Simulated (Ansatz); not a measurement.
**BGeH8NSi: geometry optimisation**

The task: find the minimum of BGeH8NSi nearest to the start.

Program: Ansatz 0.2.0. Level of theory: RKS r2SCAN-D4/def2-SVP. These are calculated values, not measurements.

1 further run of the same task is left out (set aside as unsound or not needed).

**1. Starting geometry**

SMILES `N[B]([SiH3])[GeH3]`, 12 atoms, charge 0, spin multiplicity 1.

Atoms are counted from 1 here; the program's logs count them from 0.

Bond lengths: N1–B2 1.397 Å, N1–H5 1.024 Å, N1–H6 1.024 Å, B2–Si3 2.026 Å, B2–Ge4 2.077 Å, Si3–H7 1.510 Å, Si3–H8 1.510 Å, Si3–H9 1.514 Å, Ge4–H10 1.557 Å, Ge4–H11 1.562 Å, Ge4–H12 1.557 Å. Angles: B2–N1–H5 123.7°, B2–N1–H6 123.2°, H5–N1–H6 113.1°, N1–B2–Si3 120.1°, N1–B2–Ge4 118.4°, Si3–B2–Ge4 121.5°, B2–Si3–H7 111.6°, B2–Si3–H8 111.0°, B2–Si3–H9 112.4°, H7–Si3–H8 106.8°, H7–Si3–H9 107.5°, H8–Si3–H9 107.3°, B2–Ge4–H10 112.0°, B2–Ge4–H11 111.8°, B2–Ge4–H12 112.5°, H10–Ge4–H11 106.9°, H10–Ge4–H12 106.3°, H11–Ge4–H12 106.9°.

As a file:

```xyz
12

N    -1.20469    1.25621   -0.23038
B    -0.24836    0.25992   -0.01885
Si    0.19294   -0.34266    1.86412
Ge    0.69234   -0.57298   -1.67237
H    -1.47685    1.59581   -1.15713
H    -1.70806    1.72058    0.53061
H     1.67002   -0.22420    2.15257
H    -0.17619   -1.79275    2.06806
H    -0.54239    0.46171    2.91555
H     2.22507   -0.30040   -1.66967
H     0.12968    0.00268   -3.01146
H     0.52339   -2.11903   -1.73705
```

**2. Relaxation**

input.yaml reads:

```yaml
crystal:
  periodic: [false, false, false]
  atoms:
    - { symbol: "N", position_ang: [-1.204691, 1.256206, -0.230383] }
    - { symbol: B, position_ang: [-0.248363, 0.259919, -0.018845] }
    - { symbol: Si, position_ang: [0.192941, -0.342664, 1.86412] }
    - { symbol: Ge, position_ang: [0.692337, -0.572975, -1.672365] }
    - { symbol: H, position_ang: [-1.476854, 1.595812, -1.157129] }
    - { symbol: H, position_ang: [-1.708055, 1.720581, 0.530612] }
    - { symbol: H, position_ang: [1.670024, -0.224198, 2.152568] }
    - { symbol: H, position_ang: [-0.176192, -1.792747, 2.068057] }
    - { symbol: H, position_ang: [-0.542386, 0.461715, 2.915551] }
    - { symbol: H, position_ang: [2.22507, -0.300399, -1.669671] }
    - { symbol: H, position_ang: [0.129679, 0.002679, -3.011463] }
    - { symbol: H, position_ang: [0.523388, -2.119027, -1.737052] }
basis:
  gaussian: { orbitals: def2-SVP }
hamiltonian:
  xc: r2scan
  dispersion: d4
output:
  forces: true
relax:
  f_tol: 0.003
  max_steps: 120
```

On the command line:

```bash
$ ansatz run input.yaml --threads 1 --pin off --max-ram 2560MiB --backend cpu --events-out ev --progress --plain --runs-dir out
```

Log:

```text
Warning: RAYON_NUM_THREADS=1 ignored (pool sized by the plan → 1); use --threads N
The last accepted step is kept in <dir> (removed where the run ends without a failure and the disk answers)
Engine: ansatz 0.2.0, aarch64-unknown-linux-gnu
Functional definition: r2SCAN
  parameter k0 = 0.174
  parameter k1 = 0.065
  parameter a1 = 4.9479
  exchange = r2scan_x(k0 = k0, k1 = k1, a1 = a1)
  correlation = r2scan_c
1337 factors; their error is unknown
mean field evaluation 1: about -66674.1929 eV, gradient 5.1e1 eV
mean field evaluation 2: about -66660.4063 eV, gradient 8.7e1 eV
mean field evaluation 4: about -66679.6052 eV, gradient 4.8e0 eV
mean field evaluation 8: about -66679.6787 eV, gradient 2.6e-1 eV
mean field evaluation 16: about -66679.5930 eV, gradient 1.9e-4 eV
mean field -66679.59301208 eV, -2450.4298461425 hartree, gradient 3.3e-5 eV, S^2 0.000000; 0 other end points of the search recorded, 0 dependent functions left out
the calculation of the forces begins
reference -66679.59302412 eV, -2450.4298465849 hartree; 33, 33 occupied and 85, 85 virtual orbitals, 1337 factors
relax step   1: F+E_penalty+E_count = -66679.65525227 eV  Δ(F+E_penalty+E_count) = +0.000e0 eV  max|allowed force component| = 3.032e-1 eV/Å  Δτ_max = 0.0000 Å  (28 SCF iters, accepted)
these checks for a lower state are left out or cut short: starts, cluster_reference, orbital_swaps, neighbouring_geometries, increment
1337 factors; their error is unknown
mean field -66679.60544743 eV, -2450.4303031332 hartree, gradient 1.7e-5 eV, S^2 0.000000; 0 other end points of the search recorded, 0 dependent functions left out
the calculation of the forces begins
reference -66679.60545943 eV, -2450.4303035742 hartree; 33, 33 occupied and 85, 85 virtual orbitals, 1337 factors
relax step   2: F+E_penalty+E_count = -66679.66779800 eV  Δ(F+E_penalty+E_count) = -1.255e-2 eV  max|allowed force component| = 7.381e-2 eV/Å  Δτ_max = 0.0189 Å  (30 SCF iters, accepted)
these checks for a lower state are left out or cut short: starts, cluster_reference, orbital_swaps, neighbouring_geometries, increment
1337 factors; their error is unknown
mean field evaluation 32: about -66679.6054 eV, gradient 1.7e-5 eV
mean field -66679.60544810 eV, -2450.4303031579 hartree, gradient 1.7e-5 eV, S^2 0.000000; 0 other end points of the search recorded, 0 dependent functions left out
the calculation of the forces begins
reference -66679.60546009 eV, -2450.4303035985 hartree; 33, 33 occupied and 85, 85 virtual orbitals, 1337 factors
relax step   3: F+E_penalty+E_count = -66679.66783452 eV  Δ(F+E_penalty+E_count) = -3.652e-5 eV  max|allowed force component| = 3.577e-2 eV/Å  Δτ_max = 0.0183 Å  (30 SCF iters, accepted)
these checks for a lower state are left out or cut short: starts, cluster_reference, orbital_swaps, neighbouring_geometries, increment
1337 factors; their error is unknown
mean field -66679.60591282 eV, -2450.4303202358 hartree, gradient 1.7e-5 eV, S^2 0.000000; 0 other end points of the search recorded, 0 dependent functions left out
the calculation of the forces begins
reference -66679.60592481 eV, -2450.4303206764 hartree; 33, 33 occupied and 85, 85 virtual orbitals, 1337 factors
relax step   4: F+E_penalty+E_count = -66679.66829718 eV  Δ(F+E_penalty+E_count) = -4.627e-4 eV  max|allowed force component| = 9.500e-3 eV/Å  Δτ_max = 0.0170 Å  (29 SCF iters, accepted)
these checks for a lower state are left out or cut short: starts, cluster_reference, orbital_swaps, neighbouring_geometries, increment
1337 factors; their error is unknown
mean field -66679.60600317 eV, -2450.4303235561 hartree, gradient 1.7e-5 eV, S^2 0.000000; 0 other end points of the search recorded, 0 dependent functions left out
the calculation of the forces begins
reference -66679.60601515 eV, -2450.4303239965 hartree; 33, 33 occupied and 85, 85 virtual orbitals, 1337 factors
relax step   5: F+E_penalty+E_count = -66679.66839785 eV  Δ(F+E_penalty+E_count) = -1.007e-4 eV  max|allowed force component| = 2.931e-2 eV/Å  Δτ_max = 0.0169 Å  (29 SCF iters, accepted)
these checks for a lower state are left out or cut short: starts, cluster_reference, orbital_swaps, neighbouring_geometries, increment
1337 factors; their error is unknown
mean field -66679.60608761 eV, -2450.4303266595 hartree, gradient 1.3e-5 eV, S^2 0.000000; 0 other end points of the search recorded, 0 dependent functions left out
the calculation of the forces begins
reference -66679.60609959 eV, -2450.4303270997 hartree; 33, 33 occupied and 85, 85 virtual orbitals, 1337 factors
relax step   6: F+E_penalty+E_count = -66679.66847817 eV  Δ(F+E_penalty+E_count) = -8.032e-5 eV  max|allowed force component| = 1.990e-2 eV/Å  Δτ_max = 0.0119 Å  (23 SCF iters, accepted)
these checks for a lower state are left out or cut short: starts, cluster_reference, orbital_swaps, neighbouring_geometries, increment
1337 factors; their error is unknown
mean field -66679.60620540 eV, -2450.4303309881 hartree, gradient 1.7e-5 eV, S^2 0.000000; 0 other end points of the search recorded, 0 dependent functions left out
the calculation of the forces begins
reference -66679.60621738 eV, -2450.4303314282 hartree; 33, 33 occupied and 85, 85 virtual orbitals, 1337 factors
relax step   7: F+E_penalty+E_count = -66679.66858432 eV  Δ(F+E_penalty+E_count) = -1.061e-4 eV  max|allowed force component| = 1.294e-2 eV/Å  Δτ_max = 0.0292 Å  (28 SCF iters, accepted)
these checks for a lower state are left out or cut short: starts, cluster_reference, orbital_swaps, neighbouring_geometries, increment
1337 factors; their error is unknown
mean field evaluation 64: about -66679.6063 eV, gradient 7.0e-4 eV
mean field -66679.60625397 eV, -2450.4303327730 hartree, gradient 1.7e-5 eV, S^2 0.000000; 0 other end points of the search recorded, 0 dependent functions left out
the calculation of the forces begins
reference -66679.60626594 eV, -2450.4303332130 hartree; 33, 33 occupied and 85, 85 virtual orbitals, 1337 factors
relax step   8: F+E_penalty+E_count = -66679.66863133 eV  Δ(F+E_penalty+E_count) = -4.701e-5 eV  max|allowed force component| = 1.102e-2 eV/Å  Δτ_max = 0.0127 Å  (29 SCF iters, accepted)
these checks for a lower state are left out or cut short: starts, cluster_reference, orbital_swaps, neighbouring_geometries, increment
1337 factors; their error is unknown
mean field -66679.60630447 eV, -2450.4303346289 hartree, gradient 1.7e-5 eV, S^2 0.000000; 0 other end points of the search recorded, 0 dependent functions left out
the calculation of the forces begins
reference -66679.60631644 eV, -2450.4303350687 hartree; 33, 33 occupied and 85, 85 virtual orbitals, 1337 factors
relax step   9: F+E_penalty+E_count = -66679.66868456 eV  Δ(F+E_penalty+E_count) = -5.323e-5 eV  max|allowed force component| = 1.073e-2 eV/Å  Δτ_max = 0.0216 Å  (29 SCF iters, accepted)
these checks for a lower state are left out or cut short: starts, cluster_reference, orbital_swaps, neighbouring_geometries, increment
1337 factors; their error is unknown
mean field -66679.60631472 eV, -2450.4303350057 hartree, gradient 1.7e-5 eV, S^2 0.000000; 0 other end points of the search recorded, 0 dependent functions left out
the calculation of the forces begins
reference -66679.60632669 eV, -2450.4303354455 hartree; 33, 33 occupied and 85, 85 virtual orbitals, 1337 factors
relax step  10: F+E_penalty+E_count = -66679.66869349 eV  Δ(F+E_penalty+E_count) = -8.933e-6 eV  max|allowed force component| = 5.561e-3 eV/Å  Δτ_max = 0.0110 Å  (30 SCF iters, accepted)
these checks for a lower state are left out or cut short: starts, cluster_reference, orbital_swaps, neighbouring_geometries, increment
1337 factors; their error is unknown
mean field -66679.60631951 eV, -2450.4303351816 hartree, gradient 1.4e-5 eV, S^2 0.000000; 0 other end points of the search recorded, 0 dependent functions left out
the calculation of the forces begins
reference -66679.60633148 eV, -2450.4303356215 hartree; 33, 33 occupied and 85, 85 virtual orbitals, 1337 factors
relax step  11: F+E_penalty+E_count = -66679.66870068 eV  Δ(F+E_penalty+E_count) = -7.190e-6 eV  max|allowed force component| = 3.878e-3 eV/Å  Δτ_max = 0.0035 Å  (23 SCF iters, accepted)
these checks for a lower state are left out or cut short: starts, cluster_reference, orbital_swaps, neighbouring_geometries, increment
1337 factors; their error is unknown
mean field -66679.60632883 eV, -2450.4303355240 hartree, gradient 1.8e-5 eV, S^2 0.000000; 0 other end points of the search recorded, 0 dependent functions left out
the calculation of the forces begins
reference -66679.60634080 eV, -2450.4303359638 hartree; 33, 33 occupied and 85, 85 virtual orbitals, 1337 factors
relax step  12: F+E_penalty+E_count = -66679.66870917 eV  Δ(F+E_penalty+E_count) = -8.488e-6 eV  max|allowed force component| = 2.892e-4 eV/Å  Δτ_max = 0.0026 Å  (21 SCF iters, accepted)
these checks for a lower state are left out or cut short: starts, cluster_reference, orbital_swaps, neighbouring_geometries, increment
1337 factors; their error is unknown
mean field evaluation 96: about -66679.6063 eV, gradient 1.5e-4 eV
mean field -66679.60633097 eV, -2450.4303356027 hartree, gradient 1.8e-5 eV, S^2 0.000000; 0 other end points of the search recorded, 0 dependent functions left out
the calculation of the forces begins
reference -66679.60634294 eV, -2450.4303360425 hartree; 33, 33 occupied and 85, 85 virtual orbitals, 1337 factors
relax step  13: F+E_penalty+E_count = -66679.66871113 eV  Δ(F+E_penalty+E_count) = -1.958e-6 eV  max|allowed force component| = 1.122e-3 eV/Å  Δτ_max = 0.0031 Å  (21 SCF iters, accepted)
1337 factors; their error is unknown
mean field -66679.60633097 eV, -2450.4303356027 hartree, gradient 1.8e-5 eV, S^2 0.000000; 1 other end points of the search recorded, 0 dependent functions left out
the calculation of the forces begins
reference -66679.60634294 eV, -2450.4303360425 hartree; 33, 33 occupied and 85, 85 virtual orbitals, 1337 factors
Total energy: -66679.66872310 eV, -2450.4326284710 hartree
Atom 0 at    -1.196660     1.254917    -0.230240 Å, force     0.000030    -0.000848     0.000504 eV/Å
Atom 1 at    -0.246638     0.258317    -0.019885 Å, force    -0.000230     0.000226     0.001102 eV/Å
Atom 2 at     0.199700    -0.337373     1.861650 Å, force    -0.000107     0.000349    -0.000214 eV/Å
Atom 3 at     0.679187    -0.579995    -1.669474 Å, force    -0.000021    -0.000240    -0.001122 eV/Å
Atom 4 at    -1.462689     1.595138    -1.150377 Å, force     0.000124     0.000389    -0.000521 eV/Å
Atom 5 at    -1.698402     1.719585     0.521751 Å, force    -0.000001    -0.000158    -0.000320 eV/Å
Atom 6 at     1.651922    -0.125396     2.165271 Å, force    -0.000011    -0.000157     0.000076 eV/Å
Atom 7 at    -0.073848    -1.799460     2.044804 Å, force     0.000018     0.000354     0.000025 eV/Å
Atom 8 at    -0.593122     0.405288     2.900169 Å, force     0.000290    -0.000239    -0.000053 eV/Å
Atom 9 at     2.206788    -0.382464    -1.639207 Å, force    -0.000262    -0.000088     0.000277 eV/Å
Atom 10 at     0.168777     0.036006    -2.992921 Å, force     0.000175    -0.000065     0.000163 eV/Å
Atom 11 at     0.441883    -2.099660    -1.757541 Å, force    -0.000005     0.000476     0.000084 eV/Å
Dipole moment:    -0.419875     0.438327    -0.064800 e Å
```

Wall time 2.1 min (1 thread of Arm Neoverse V1, shared host); peak memory 0.18 GiB.

Relaxation path:

```
step  energy from step 1 (eV)  largest force component (eV/Å)
   1                   0.0000                          0.3032
   2                  -0.0125                          0.0738
   3                  -0.0126                          0.0358
   4                  -0.0130                          0.0095
   5                  -0.0131                          0.0293
   6                  -0.0132                          0.0199
   7                  -0.0133                          0.0129
   8                  -0.0134                          0.0110
   9                  -0.0134                          0.0107
  10                  -0.0134                          0.0056
  11                  -0.0134                          0.0039
  12                  -0.0135                          0.0003
  13                  -0.0135                          0.0011
```

Close pairs (by a distance rule), those that changed most:

```
   bond  before (Å)  after (Å)  change (Å)
Ge4–H10       1.557      1.541      -0.016
Ge4–H12       1.557      1.541      -0.016
Ge4–H11       1.562      1.546      -0.016
 Si3–H8       1.510      1.499      -0.011
 Si3–H9       1.514      1.503      -0.011
 Si3–H7       1.510      1.499      -0.011
 B2–Ge4       2.077      2.069      -0.008
  N1–H5       1.024      1.016      -0.007
```

**3. Outcome**

| quantity | value |
| --- | --- |
| energy gained | 0.0135 eV |
| root mean square move | 0.062 Å |
| dipole moment | 2.93 D |

What this shows: Bond lengths: N1–B2 1.393 Å, N1–H5 1.016 Å, N1–H6 1.016 Å, B2–Si3 2.023 Å, B2–Ge4 2.069 Å, Si3–H7 1.499 Å, Si3–H8 1.499 Å, Si3–H9 1.503 Å, Ge4–H10 1.541 Å, Ge4–H11 1.546 Å, Ge4–H12 1.541 Å. Angles: B2–N1–H5 123.7°, B2–N1–H6 123.5°, H5–N1–H6 112.8°, N1–B2–Si3 120.1°, N1–B2–Ge4 118.3°, Si3–B2–Ge4 121.6°, B2–Si3–H7 111.1°, B2–Si3–H8 111.1°, B2–Si3–H9 112.4°, H7–Si3–H8 106.9°, H7–Si3–H9 107.5°, H8–Si3–H9 107.5°, B2–Ge4–H10 112.1°, B2–Ge4–H11 111.9°, B2–Ge4–H12 112.1°, H10–Ge4–H11 107.0°, H10–Ge4–H12 106.3°, H11–Ge4–H12 107.0°. No frequencies were computed here.
